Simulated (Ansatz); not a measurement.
# BH3OSSi: the cost of one run

Method: RKS PBE/def2-SVP, in Ansatz 0.2.0.

## Step 1: Starting point

Bond lengths: O1–B2 1.330 Å, B2–Si3 1.918 Å, B2–S4 1.780 Å, Si3–S4 2.240 Å, O1–H5 0.957 Å, Si3–H6 1.457 Å, Si3–H7 1.458 Å. Angles: O1–B2–Si3 153.4°, O1–B2–S4 132.2°, Si3–B2–S4 74.5°, B2–O1–H5 120.9°, B2–Si3–S4 50.0°, B2–Si3–H6 124.3°, B2–Si3–H7 124.4°, S4–Si3–H6 107.6°, S4–Si3–H7 107.7°, H6–Si3–H7 110.6°, B2–S4–Si3 55.6°.

As a file:

```xyz
7

O    -1.0289    1.4704   -0.9784
B    -0.5024    0.3613   -0.4682
Si    0.7106   -0.5949    0.6688
S    -0.8339   -1.3630   -0.7608
H    -0.7228    2.3325   -0.6989
H     0.3721   -1.0954    1.9951
H     2.0053   -1.1108    0.2423
```

## Step 2: Relaxing end A

Input file input.yaml:

```yaml
crystal:
  periodic: [false, false, false]
  atoms:
    - { symbol: O, position_ang: [-1.02892, 1.47042, -0.97836] }
    - { symbol: B, position_ang: [-0.50242, 0.36128, -0.46821] }
    - { symbol: Si, position_ang: [0.71058, -0.59494, 0.66879] }
    - { symbol: S, position_ang: [-0.83386, -1.363, -0.76077] }
    - { symbol: H, position_ang: [-0.72283, 2.33248, -0.69887] }
    - { symbol: H, position_ang: [0.37214, -1.09544, 1.99513] }
    - { symbol: H, position_ang: [2.00531, -1.1108, 0.24229] }
basis:
  gaussian: { orbitals: def2-SVP }
hamiltonian:
  xc: pbe
relax:
  f_tol: 0.015
  max_steps: 40
```

Run with:

```console
$ ansatz run input.yaml --threads 1 --pin off --max-ram 2048MiB --backend cpu --events-out ev --progress --plain --runs-dir out
```

**Question.** How long does this run take on 1 thread of Intel Xeon at 2.50GHz (Skylake/Cascade Lake), shared host, and how much memory does it need?

About 31 s, with a peak of 0.15 GiB.
